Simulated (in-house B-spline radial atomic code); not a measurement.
# Tl⁴⁰⁺: RPA and G0W0 on different mean-field starts

Question: which mean-field start gives which removal energy for Tl⁴⁰⁺, before and after G0W0?

Program: an in-house B-spline radial atomic code, version 1. Level of theory: RPA, second order, AC-SOSEX and G0W0 (contour deformation) on a scalar-relativistic mean field, all electrons; no spin-orbit coupling, Breit or QED terms, no two-electron picture change. These are calculated values, not measurements, unless marked.

## Step 1: Starting point

```
element       : thallium (Z = 81)
charge        : +40
electrons     : 41
configuration : [Kr] 4d5
Hamiltonian   : scalar-relativistic (spin-free one-electron X2C), finite nucleus
starts        : Hartree-Fock, PBE, LC-ωPBE, HSE06, r2SCAN0
```

The outer shells:

Tl40+
```
[Kr] core
4d [↑ ][↑ ][↑ ][↑ ][↑ ]
```

## Step 2: Run with the Hartree-Fock start

Input settings:

```ini
Z = 81
electrons = 41.0
configuration = [Kr] 4d5
hamiltonian = x2c
method = hf
lmax = 9
rms_radius = 5.4759
spin_polarised = True
box_radius = 2.47
intervals = 61
```

Launch:

```bash
> python run_gw.py task.json out
```

The settings of every run stand in task.json; they run in order.

The program writes no log. Results of the run, from its result record (rounded, main fields):

```text
{
  "status": "converged",
  "energies [hartree]": {
    "mean_field": -19256.06232,
    "exx_total": -19256.06232,
    "exchange": -311.266138,
    "rpa": -3.5697734,
    "rpa_summed": -3.5139608,
    "direct_second_order": -3.7735108,
    "second_order_exchange": 1.0788347,
    "sosex": 1.0476078
  },
  "rpa_by_multipole [hartree]": [-0.631821, -1.38312, -0.607507, -0.423226, -0.216845, -0.129229, -0.0636559, -0.035449, -0.0157763, -0.00577008, -0.00137188, -0.000187378],
  "polarisability [bohr^3: independent particles, RPA]": [0.0419699, 0.0307616],
  "gap [hartree]": 11.34729,
  "levels [hartree]": [
    {"name": "4d up", "occ": 1, "e": -71.47729, "sx": -5.111608, "vxc": -5.111608, "sc": -0.01158034, "z": 0.9925188, "qp": -71.49196, "tail": -0.003086396},
    {"name": "4p down", "occ": 1, "e": -79.95658, "sx": -4.588028, "vxc": -4.588028, "sc": -0.06667633, "z": 0.9917369, "qp": -80.02592, "tail": -0.002658388},
    {"name": "4p up", "occ": 1, "e": -81.39805, "sx": -6.05577, "vxc": -6.05577, "sc": 0.5623485, "z": 0.8818334, "qp": -80.83806, "tail": -0.002350543},
    {"name": "4s down", "occ": 1, "e": -88.63651, "sx": -5.457051, "vxc": -5.457051, "sc": 0.5011573, "z": 0.9057943, "qp": -88.13764, "tail": -0.002282683},
    {"name": "4d down", "occ": 0, "e": -68.49757, "sx": -2.098952, "vxc": -2.098952, "sc": -0.1635437, "z": 0.9924146, "qp": -68.66419, "tail": -0.003076517}
  ]
}
```

Run time: 3.7 s. Hardware: 1 thread of Intel Xeon Platinum 8375C at 2.90GHz (Ice Lake), shared host; peak memory 0.16 GiB.

In the record, exx_total is the Hartree-Fock functional on the start's orbitals, rpa_summed the RPA energy up to lmax and rpa the same with the tail beyond it, gap the smallest same-spin excitation energy of the start. For a level, e is the start's value, sx and sc the exchange and correlation self-energies, vxc the start's own term, z the quasi-particle weight, and qp = e + sx − vxc + sc + tail. Deeper levels of weight under 0.85 meet poles of the self-energy and are not shown.

G0W0 moves 4d↑ down by 0.399 eV, to -1945.40 eV.

The largest part of the RPA energy comes from multipole 1 (39 % of the sum).

## Step 3: Run with the PBE start

Settings: those of step 2 with these lines changed.

```diff
@@ -4,3 +4,3 @@
 hamiltonian = x2c
-method = hf
+method = pbe,pbe
 lmax = 9
```

Result record:

```text
{
  "status": "converged",
  "energies [hartree]": {
    "mean_field": -19259.40367,
    "exx_total": -19256.03125,
    "exchange": -311.2136775,
    "rpa": -3.7336069,
    "rpa_summed": -3.677318,
    "direct_second_order": -3.9833912,
    "second_order_exchange": 1.132714,
    "sosex": 1.094293
  },
  "rpa_by_multipole [hartree]": [-0.654392, -1.4698, -0.632219, -0.441362, -0.223129, -0.132572, -0.0646567, -0.0358628, -0.0159289, -0.00581906, -0.00138244, -0.000188618],
  "polarisability [bohr^3: independent particles, RPA]": [0.0513686, 0.035252],
  "gap [hartree]": 8.827592,
  "levels [hartree]": [
    {"name": "4d up", "occ": 1, "e": -70.29304, "sx": -5.132554, "vxc": -3.95503, "sc": -0.003032625, "z": 0.990077, "qp": -71.47672, "tail": -0.003116274},
    {"name": "4p down", "occ": 1, "e": -78.88915, "sx": -4.618536, "vxc": -3.55667, "sc": -0.06426526, "z": 0.9891012, "qp": -80.01797, "tail": -0.002680044},
    {"name": "4d down", "occ": 0, "e": -69.74125, "sx": -2.13855, "vxc": -3.39782, "sc": -0.1829027, "z": 0.9899018, "qp": -68.668, "tail": -0.003122943}
  ]
}
```

Run time: 3.5 s. Hardware: 1 thread of Intel Xeon Platinum 8375C at 2.90GHz (Ice Lake), shared host; peak memory 0.16 GiB.

Highest level 4d↑: -1912.77 eV in the start, -1944.98 eV after G0W0, weight 0.99.

## Step 4: Run with the LC-ωPBE start

Settings: those of step 3 with these lines changed.

```diff
@@ -4,3 +4,3 @@
 hamiltonian = x2c
-method = pbe,pbe
+method = lc_wpbe
 lmax = 9
```

Result record:

```text
{
  "status": "converged",
  "energies [hartree]": {
    "mean_field": -19259.3012,
    "exx_total": -19256.03304,
    "exchange": -311.2119673,
    "rpa": -3.709844,
    "rpa_summed": -3.6535919,
    "direct_second_order": -3.9502493,
    "second_order_exchange": 1.1242953,
    "sosex": 1.0873441
  },
  "rpa_by_multipole [hartree]": [-0.652458, -1.45478, -0.629175, -0.438837, -0.222456, -0.132185, -0.0645695, -0.0358291, -0.0159167, -0.0058153, -0.00138162, -0.000188531],
  "polarisability [bohr^3: independent particles, RPA]": [0.0491872, 0.0342542],
  "gap [hartree]": 9.279841,
  "levels [hartree]": [
    {"name": "4d up", "occ": 1, "e": -70.51096, "sx": -5.131223, "vxc": -4.169746, "sc": -0.00436342, "z": 0.9905707, "qp": -71.47992, "tail": -0.00311434},
    {"name": "4p down", "occ": 1, "e": -79.10146, "sx": -4.617016, "vxc": -3.765757, "sc": -0.06456747, "z": 0.9896519, "qp": -80.01997, "tail": -0.002678655},
    {"name": "4d down", "occ": 0, "e": -69.5049, "sx": -2.137226, "vxc": -3.157725, "sc": -0.1800394, "z": 0.9904171, "qp": -68.66756, "tail": -0.003120357}
  ]
}
```

Wall time 3.8 s (1 thread of Intel Xeon Platinum 8375C at 2.90GHz (Ice Lake), shared host); peak memory 0.16 GiB.

G0W0 moves 4d↑ down by 26.4 eV, to -1945.07 eV.

## Step 5: Run with the HSE06 start

Settings: those of step 4 with these lines changed.

```diff
@@ -4,3 +4,3 @@
 hamiltonian = x2c
-method = lc_wpbe
+method = hse06
 lmax = 9
```

Result record:

```text
{
  "status": "converged",
  "energies [hartree]": {
    "mean_field": -19259.0684,
    "exx_total": -19256.04597,
    "exchange": -311.2283112,
    "rpa": -3.6903776,
    "rpa_summed": -3.6342031,
    "direct_second_order": -3.9268971,
    "second_order_exchange": 1.1182989,
    "sosex": 1.0819503
  },
  "rpa_by_multipole [hartree]": [-0.648386, -1.44661, -0.625854, -0.436647, -0.221543, -0.131726, -0.0644117, -0.0357624, -0.015892, -0.00580727, -0.00137993, -0.000188326],
  "polarisability [bohr^3: independent particles, RPA]": [0.0487142, 0.0340489],
  "gap [hartree]": 9.434144,
  "levels [hartree]": [
    {"name": "4d up", "occ": 1, "e": -70.5858, "sx": -5.126467, "vxc": -4.239366, "sc": -0.005588209, "z": 0.990782, "qp": -71.4816, "tail": -0.003109527},
    {"name": "4p down", "occ": 1, "e": -79.15487, "sx": -4.609982, "vxc": -3.812043, "sc": -0.06524431, "z": 0.9898556, "qp": -80.02073, "tail": -0.002675232},
    {"name": "4d down", "occ": 0, "e": -69.45356, "sx": -2.127892, "vxc": -3.093107, "sc": -0.1776826, "z": 0.9906207, "qp": -68.66914, "tail": -0.003111788}
  ]
}
```

Run time: 3.9 s. Hardware: 1 thread of Intel Xeon Platinum 8375C at 2.90GHz (Ice Lake), shared host; peak memory 0.16 GiB.

G0W0 moves 4d↑ down by 24.4 eV, to -1945.11 eV.

## Step 6: Run with the r2SCAN0 start

Settings: those of step 5 with these lines changed.

```diff
@@ -4,3 +4,3 @@
 hamiltonian = x2c
-method = hse06
+method = r2scan0
 lmax = 9
```

Result record:

```text
{
  "status": "converged",
  "energies [hartree]": {
    "mean_field": -19259.24509,
    "exx_total": -19256.05299,
    "exchange": -311.2495528,
    "rpa": -3.6705586,
    "rpa_summed": -3.6146792,
    "direct_second_order": -3.9029159,
    "second_order_exchange": 1.1116316,
    "sosex": 1.0759592
  },
  "rpa_by_multipole [hartree]": [-0.645021, -1.43868, -0.622587, -0.4342, -0.220366, -0.131024, -0.0640788, -0.0355763, -0.0158088, -0.00577693, -0.00137258, -0.000187384],
  "polarisability [bohr^3: independent particles, RPA]": [0.0479758, 0.033675],
  "gap [hartree]": 9.593162,
  "levels [hartree]": [
    {"name": "4d up", "occ": 1, "e": -70.67927, "sx": -5.124667, "vxc": -4.328369, "sc": -0.006663587, "z": 0.9910175, "qp": -71.48532, "tail": -0.00308684},
    {"name": "4p down", "occ": 1, "e": -79.24002, "sx": -4.60626, "vxc": -3.891336, "sc": -0.06563852, "z": 0.9900969, "qp": -80.02324, "tail": -0.002653955},
    {"name": "4d down", "occ": 0, "e": -69.3772, "sx": -2.126898, "vxc": -3.013177, "sc": -0.175194, "z": 0.9908657, "qp": -68.66921, "tail": -0.003087137}
  ]
}
```

Wall time 3.1 s (1 thread of Intel Xeon Platinum 8375C at 2.90GHz (Ice Lake), shared host); peak memory 0.16 GiB.

Highest level 4d↑: -1923.28 eV in the start, -1945.21 eV after G0W0, weight 0.99.

## Step 7: All runs in one table

```tsv
start	level	mean field (eV)	G0W0 (eV)	weight	RPA (hartree)	RPA+SOSEX (hartree)	α, direct RPA (bohr³)	time	miss (eV)
Hartree-Fock	4d↑	-1945.00	-1945.40	0.993	-3.56977	-2.52217	0.03076	3.7 s	+25.4
PBE	4d↑	-1912.77	-1944.98	0.990	-3.73361	-2.63931	0.03525	3.5 s	+25.0
LC-ωPBE	4d↑	-1918.70	-1945.07	0.991	-3.70984	-2.62250	0.03425	3.8 s	+25.1
HSE06	4d↑	-1920.74	-1945.11	0.991	-3.69038	-2.60843	0.03405	3.9 s	+25.1
r2SCAN0	4d↑	-1923.28	-1945.21	0.991	-3.67056	-2.59460	0.03367	3.1 s	+25.2
```

The miss is the G0W0 removal energy (the level with its sign changed) less the tabulated theoretical ionisation energy, 1920.0 ± 4 eV. Times are single runs on a shared host.

## Step 8: Summary of results

| quantity | value |
| --- | --- |
| highest level, mean field (range over the runs) | -1945.00 to -1912.77 eV |
| highest level, G0W0 (range over the runs) | -1945.40 to -1944.98 eV |
| RPA correlation energy | -3.734 to -3.570 hartree |
| RPA+SOSEX | -2.6393 to -2.5222 hartree |
| tabulated theoretical ionisation energy (4d shell) | 1920.0 ± 4 eV (NIST Atomic Spectra Database, ionization energies) |
| G0W0 removal energy less that value | +25.0 to +25.4 eV |

**Reading.** The starts spread the highest level over 32.2 eV; after G0W0 0.41 eV remain, 1.3 % of that. Without exact exchange the level is bound too weakly, and G0W0 lowers it by 32 eV. RPA gives the most correlation on PBE and the least on Hartree-Fock (4.4 % apart); over the runs it loosely follows the gap of the start, as smaller excitation energies give more correlation. All runs miss the tabulated theoretical ionisation energy, 1920.0 ± 4 eV, by about +25.1 eV (+1.3 %), far more than they differ among themselves. Spin-orbit coupling is left out: in so heavy and highly charged an ion the half-filled shell is really jj-coupled, so the high-spin state computed here is a model and the comparison is rough. Read as a removal energy, the bare PBE level is off by -7.23 eV (-0.38 %) and the nearest bare level, HSE06's, by +0.738 eV, nearer than G0W0, but by cancellation: self-interaction lowers its value while this Hamiltonian leaves the G0W0 value too high. Spin-orbit coupling, which splits the 4d shell strongly in so heavy an element, is left out.
